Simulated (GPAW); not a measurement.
# Ti3Se (P-6m2) in GPAW: notebook

One crystal, Ti3Se, is run at these levels: PBEsol+D3(BJ), PBEsol+D3(BJ)+ATM, PBEsol+D4; tasks: relaxation of cell and atoms.

All numbers are computed with GPAW 26.7.0; they aren't measurements. Logs are shortened: lines on timing, memory, paths and dates and some standing lists are left out, and cuts for length are marked. The log counts tension as positive stress, the text compression.

**1. The crystal as given**

The structure is hexagonal, space group P-6m2 (No. 187). Conventional cell: a = 3.197 Å, b = 3.197 Å, c = 7.943 Å, α = 90.00°, β = 90.00°, γ = 120.00°. Se (site symmetry -6m2) is surrounded by 6 Ti at 2.58 Å. Ti (site symmetry -6m2) has 12 Ti at 2.85 to 3.20 Å as nearest neighbours. Ti (site symmetry 3m) is surrounded by 3 Se at 2.58 Å and 3 Ti at 2.85 Å.

The cell comes from a database or a generator and needn't be the stable form of this composition.

**2. Relaxation of cell and atoms, PBEsol+D3(BJ)**

run.py

```python
from ase import Atoms
from ase.calculators.mixing import SumCalculator
from ase.filters import FrechetCellFilter
from ase.io import write
from ase.optimize import BFGS
from dftd3.ase import DFTD3
from gpaw import GPAW, PW, setup_paths

setup_paths.insert(0, '.')

atoms = Atoms(['Se', 'Ti', 'Ti', 'Ti'],
              cell=[[3.1974455988, 0.0, 0.0],
                    [-1.5987227994, 2.7690691158, 0.0],
                    [0.0, 0.0, 7.942745]],
              scaled_positions=[[0.0, 0.0, 0.0],
                                [0.6666666667, 0.3333333333, 0.5],
                                [0.3333333333, 0.6666666667, 0.772902],
                                [0.3333333333, 0.6666666667, 0.227098]],
              pbc=True)

calc = GPAW(mode=PW(600),
            xc='PBEsol',
            kpts={'size': (6, 6, 3), 'gamma': True},
            occupations={'name': 'fermi-dirac', 'width': 0.05},
            nbands=39,
            convergence={'density': 1e-05, 'forces': 0.0001},
            maxiter=150,
            txt='gpaw.txt')
atoms.calc = SumCalculator([calc, DFTD3(method='pbesol', damping='d3bj')])
opt = BFGS(FrechetCellFilter(atoms), trajectory='relax.traj', logfile='-')
done = opt.run(fmax=0.02, steps=60)
calc.write('gs.gpw')
write('result.traj', atoms)
print('Converged:', done)
print('Cell:', atoms.cell.cellpar().round(4))
print('Volume:', round(atoms.get_volume(), 4))
print(atoms.get_scaled_positions().round(5))
```

Potentials or basis: PAW data sets generated in the run's folder for this functional, pw.

The run is started by

```sh
> gpaw-setup -f PBEsol Se Ti
> OMP_NUM_THREADS=1 python run.py
```

gpaw.txt:

```text
__  _  _
 | _ |_)|_||  |
 |__||  | ||/\| - 26.7.0

Input parameters:
  mode=PW(ecut=600.0),
  convergence={'density': 1e-05, 'forces': 0.0001},
  kpts=MonkhorstPack(size=(6, 6, 3), gamma=True),
  maxiter=150,
  nbands=39,
  occupations=Occupations(name='fermi-dirac', width=0.05),
  xc=XC(name='PBEsol')

Diagonalizing LCAO Hamiltonian
Converting LCAO to pw mode

         Ti

            Ti

         Ti

       Se

Atoms  # Å, Bohr magnetons
|   | symbol |         x |        y |        z |    initial magnetic moments |
|---|--------|-----------|----------|----------|-----------------------------|
| 0 |     Se |  0.000000 | 0.000000 | 0.000000 | ( 0.0000,  0.0000,  0.0000) |
| 1 |     Ti |  1.598723 | 0.923023 | 3.971373 | ( 0.0000,  0.0000,  0.0000) |
| 2 |     Ti | -0.000000 | 1.846046 | 6.138963 | ( 0.0000,  0.0000,  0.0000) |
| 3 |     Ti | -0.000000 | 1.846046 | 1.803782 | ( 0.0000,  0.0000,  0.0000) |

Unit cell  # Å
| periodic |         x |        y |        z |  lengths |     angles |
|----------|-----------|----------|----------|----------|------------|
|      yes |  3.197446 | 0.000000 | 0.000000 | 3.197446 |  90.000000 |
|      yes | -1.598723 | 2.769069 | 0.000000 | 3.197446 |  90.000000 |
|      yes |  0.000000 | 0.000000 | 7.942745 | 7.942745 | 120.000000 |
[... 191 lines left out ...]
|         11 |       -24.096 |     2.000 |
|         12 |        -6.739 |     2.000 |
|         13 |         2.226 |     2.000 |
|         14 |         3.997 |     2.000 |
|         15 |         6.532 |     2.000 |
|         16 |         7.430 |     2.000 |
[... 8 lines left out ...]
|         25 |        10.161 |     0.000 |
|         26 |        10.161 |     0.000 |
|        ... |               |           |
|         38 |        21.171 |     0.000 |

No gap
No difference between direct/indirect transitions

Stress tensor  # eV/Ang^3
|         x |        y |        z |
|-----------|----------|----------|
|  0.028221 | 0.000000 | 0.000000 |
| -0.000000 | 0.028221 | 0.000000 |
|  0.000000 | 0.000000 | 0.030883 |

Forces  # eV/Ang
|       x |        y |        z |
|---------|----------|----------|
| 0.00000 |  0.00000 |  0.00000 |  # Se   0
| 0.00000 | -0.00000 |  0.00000 |  # Ti   1
| 0.00000 | -0.00000 |  0.09089 |  # Ti   2
| 0.00000 | -0.00000 | -0.09089 |  # Ti   3

Interpolating wave functions to new cell

         Ti

            Ti

         Ti
[... 206 lines left out ...]
|         11 |       -23.934 |     2.000 |
|         12 |        -6.670 |     2.000 |
|         13 |         2.318 |     2.000 |
|         14 |         4.117 |     2.000 |
|         15 |         6.636 |     2.000 |
|         16 |         7.555 |     2.000 |
[... 8 lines left out ...]
|         25 |        10.315 |     0.000 |
|         26 |        10.315 |     0.000 |
|        ... |               |           |
|         38 |        21.351 |     0.000 |

No gap
No difference between direct/indirect transitions

Stress tensor  # eV/Ang^3
|         x |         y |        z |
|-----------|-----------|----------|
|  0.020775 | -0.000000 | 0.000000 |
| -0.000000 |  0.020775 | 0.000000 |
|  0.000000 |  0.000000 | 0.022039 |

Forces  # eV/Ang
|       x |        y |        z |
|---------|----------|----------|
| 0.00000 |  0.00000 |  0.00000 |  # Se   0
| 0.00000 |  0.00000 |  0.00000 |  # Ti   1
| 0.00000 | -0.00000 |  0.04073 |  # Ti   2
| 0.00000 | -0.00000 | -0.04073 |  # Ti   3

Interpolating wave functions to new cell

         Ti

            Ti

         Ti
[... 420 lines left out ...]
SCF iterations
|iter     | |      energy | eigst |  dens |force |
|---------|-|-------------|-------|-------|------|
|iter:   1| |  -27.424489 | -1.30 |       |      |
|iter:   2| |  -27.368595 | -3.31 | -1.82 |      |
|iter:   3| |  -27.364594 | -4.37 | -2.31 |      |
|iter:   4| |  -27.359890c| -3.86 | -2.38 |      |
|iter:   5| |  -27.358873c| -4.29 | -2.60 |      |
|iter:   6| |  -27.358295c| -4.36 | -2.79 |      |
|iter:   7| |  -27.358284c| -5.18 | -3.23 |      |
|iter:   8| |  -27.358276c| -5.85 | -3.51 |      |
|iter:   9| |  -27.358277c| -7.36 | -4.33 |      |
|iter:  10| |  -27.358277c| -7.53c| -4.77 |      |
|iter:  11| |  -27.358277c| -7.97c| -5.53c|      |
|iter:  12| |  -27.358277c| -8.38c| -6.10c|-3.98 |
|iter:  13| |  -27.358277c| -8.79c| -6.49c|-4.91c|

Converged in 13 steps
Energy contributions relative to reference atoms: (reference = -135651.574548)

Energy contributions:
  Kinetic:          39.724518
  Coulomb:         -35.239537
  Zero:             -0.003649
  External:          0.000000
  Xc:              -31.826451
  Entropy:          -0.026316
  Spinorbit:         0.000000
  ----------------------------
  Free energy:     -27.371435
  Extrapolated:    -27.358277

dipole moment: (14.869091, -8.584660, -28.426000)  # |e|*Ang
[... 530 lines left out ...]
No gap
No difference between direct/indirect transitions

Stress tensor  # eV/Ang^3
|         x |         y |         z |
|-----------|-----------|-----------|
| -0.033952 |  0.000000 |  0.000000 |
|  0.000000 | -0.033952 |  0.000000 |
|  0.000000 |  0.000000 | -0.037861 |

Forces  # eV/Ang
|        x |       y |        z |
|----------|---------|----------|
|  0.00000 | 0.00000 |  0.00000 |  # Se   0
|  0.00000 | 0.00000 |  0.00000 |  # Ti   1
| -0.00000 | 0.00000 | -0.00626 |  # Ti   2
| -0.00000 | 0.00000 |  0.00626 |  # Ti   3

Interpolating wave functions to new cell

         Ti

            Ti

         Ti

       Se

Atoms  # Å, Bohr magnetons
|   | symbol |         x |        y |        z |    initial magnetic moments |
|---|--------|-----------|----------|----------|-----------------------------|
| 0 |     Se | -0.000000 | 0.000000 | 0.000000 | ( 0.0000,  0.0000,  0.0000) |
| 1 |     Ti |  1.552045 | 0.896073 | 3.865113 | ( 0.0000,  0.0000,  0.0000) |
| 2 |     Ti | -0.000000 | 1.792147 | 5.957305 | ( 0.0000,  0.0000,  0.0000) |
| 3 |     Ti | -0.000000 | 1.792147 | 1.772921 | ( 0.0000,  0.0000,  0.0000) |
[... 216 lines left out ...]
No gap
No difference between direct/indirect transitions

Stress tensor  # eV/Ang^3
|         x |         y |         z |
|-----------|-----------|-----------|
| -0.035838 |  0.000000 |  0.000000 |
|  0.000000 | -0.035838 |  0.000000 |
|  0.000000 |  0.000000 | -0.039448 |

Forces  # eV/Ang
|        x |       y |        z |
|----------|---------|----------|
| -0.00000 | 0.00000 |  0.00000 |  # Se   0
|  0.00000 | 0.00000 |  0.00000 |  # Ti   1
| -0.00000 | 0.00000 |  0.01305 |  # Ti   2
|  0.00000 | 0.00000 | -0.01305 |  # Ti   3

Interpolating wave functions to new cell

         Ti

            Ti

         Ti

       Se

Atoms  # Å, Bohr magnetons
|   | symbol |         x |        y |        z |    initial magnetic moments |
|---|--------|-----------|----------|----------|-----------------------------|
| 0 |     Se | -0.000000 | 0.000000 | 0.000000 | ( 0.0000,  0.0000,  0.0000) |
| 1 |     Ti |  1.551329 | 0.895660 | 3.864806 | ( 0.0000,  0.0000,  0.0000) |
| 2 |     Ti | -0.000000 | 1.791320 | 5.956796 | ( 0.0000,  0.0000,  0.0000) |
| 3 |     Ti | -0.000000 | 1.791320 | 1.772815 | ( 0.0000,  0.0000,  0.0000) |

Unit cell  # Å
| periodic |         x |         y |        z |  lengths |     angles |
|----------|-----------|-----------|----------|----------|------------|
|      yes |  3.102657 |  0.000000 | 0.000000 | 3.102657 |  90.000000 |
|      yes | -1.551329 |  2.686980 | 0.000000 | 3.102657 |  90.000000 |
|      yes |  0.000000 | -0.000000 | 7.729612 | 7.729612 | 120.000000 |

Number of symmetries: 12
Symmetry operations  # r_c * U_cc + t_c -> r_c
|    | kind |            matrix            |
|----|------|------------------------------|
|  0 |  σ   |  1, 1, 0,  0,-1, 0,  0, 0, 1 |
|  1 |  C2  |  1, 1, 0,  0,-1, 0,  0, 0,-1 |
|  2 |  E   |  1, 0, 0,  0, 1, 0,  0, 0, 1 |
|  3 |  σ   |  1, 0, 0,  0, 1, 0,  0, 0,-1 |
|  4 |  C3  |  0, 1, 0, -1,-1, 0,  0, 0, 1 |
|  5 |  S3  |  0, 1, 0, -1,-1, 0,  0, 0,-1 |
|  6 |  σ   |  0,-1, 0, -1, 0, 0,  0, 0, 1 |
|  7 |  C2  |  0,-1, 0, -1, 0, 0,  0, 0,-1 |
|  8 |  σ   | -1, 0, 0,  1, 1, 0,  0, 0, 1 |
|  9 |  C2  | -1, 0, 0,  1, 1, 0,  0, 0,-1 |
| 10 |  C3  | -1,-1, 0,  1, 0, 0,  0, 0, 1 |
| 11 |  S3  | -1,-1, 0,  1, 0, 0,  0, 0,-1 |
[... 883 lines left out ...]
SCF iterations
|iter     | |      energy | eigst |  dens |force |
|---------|-|-------------|-------|-------|------|
|iter:   1| |  -27.350732 | -2.76 |       |      |
|iter:   2| |  -27.349473 | -4.83 | -2.62 |      |
|iter:   3| |  -27.349335c| -5.85 | -3.04 |      |
|iter:   4| |  -27.349186c| -5.50 | -3.10 |      |
|iter:   5| |  -27.349129c| -5.87 | -3.30 |      |
|iter:   6| |  -27.349086c| -6.06 | -3.49 |      |
|iter:   7| |  -27.349071c| -7.14 | -3.81 |      |
|iter:   8| |  -27.349068c| -7.42c| -4.14 |      |
|iter:   9| |  -27.349070c| -7.86c| -4.67 |      |
|iter:  10| |  -27.349070c| -8.40c| -5.27c|      |
|iter:  11| |  -27.349070c| -9.08c| -5.91c|-3.67 |
|iter:  12| |  -27.349070c| -9.64c| -6.48c|-4.93c|

Converged in 12 steps
Energy contributions relative to reference atoms: (reference = -135651.574548)

Energy contributions:
  Kinetic:          39.880696
  Coulomb:         -35.267150
  Zero:             -0.002436
  External:          0.000000
  Xc:              -31.947090
  Entropy:          -0.026180
  Spinorbit:         0.000000
  ----------------------------
  Free energy:     -27.362160
  Extrapolated:    -27.349070

dipole moment: (14.784032, -8.535551, -28.508653)  # |e|*Ang
[... 278 lines left out ...]
Stress tensor  # eV/Ang^3
|         x |         y |         z |
|-----------|-----------|-----------|
| -0.038183 |  0.000000 |  0.000000 |
|  0.000000 | -0.038183 |  0.000000 |
|  0.000000 |  0.000000 | -0.037800 |

Forces  # eV/Ang
|        x |        y |        z |
|----------|----------|----------|
| -0.00000 | -0.00000 |  0.00000 |  # Se   0
|  0.00000 |  0.00000 |  0.00000 |  # Ti   1
|  0.00000 | -0.00000 | -0.00600 |  # Ti   2
|  0.00000 | -0.00000 |  0.00600 |  # Ti   3

# Writing to gs.gpw (mode='')
```

Wall time 4.4 min (1 thread of Arm Neoverse V2, shared host); peak memory 0.29 GiB.

What came out:

```
Free energy                            : -29.7596 eV
Relaxed volume                         : 16.11 Å³/atom
Relaxed cell                           : a = 3.098 Å, b = 3.098 Å, c = 7.752 Å, α = 90.00°, β = 90.00°, γ = 120.00°
Space group after relaxing (to 0.05 Å) : P-6m2 (No. 187)
Energy gained by relaxing              : 41.7 meV/atom
Ionic steps                            : 12
Pressure after relaxing                : 0.0 GPa
Band gap on the k mesh                 : none (metal or under the smearing width)
Dispersion energy per atom             : -0.599 eV
```

Forces in eV/Å, atoms in the order of the input:
```
Se   0.000  0.000  0.000
Ti   0.000  0.000  0.000
Ti   0.000  0.000 -0.002
Ti   0.000  0.000  0.002
```

Step by step:
```tsv
step	energy change (eV)	largest force (eV/Å)	pressure (GPa)	volume (Å³)
1	0.0000	0.0944	-9.75	70.32
2	-0.0431	0.0442	-8.60	69.52
3	-0.1580	0.3128	0.74	64.35
4	-0.1626	0.2304	-0.14	64.72
5	-0.1655	0.1278	-0.48	64.81
6	-0.1669	0.0025	-0.36	64.65
7	-0.1666	0.0169	-0.10	64.50
8	-0.1667	0.0140	0.03	64.44
9	-0.1664	0.0083	0.13	64.39
10	-0.1663	0.0002	0.20	64.36
11	-0.1664	0.0035	0.15	64.37
12	-0.1667	0.0021	0.05	64.42
```

Final structure:
```xyz
4
Lattice="3.0977 0.0000 0.0000 -1.5488 2.6827 0.0000 0.0000 0.0000 7.7523" Properties=species:S:1:pos:R:3 pbc="T T T"
Se    0.0000    0.0000    0.0000
Ti    1.5488    0.8942    3.8761
Ti    0.0000    1.7884    5.9759
Ti    0.0000    1.7884    1.7764
```

Caveat: the k mesh is coarse (spacing up to 0.38 Å⁻¹), so the values aren't converged; later steps reuse the first step's grids; pairwise dispersion overbinds metals, which lowers pressure and volume.

(Part 1 of 2 ends here.)
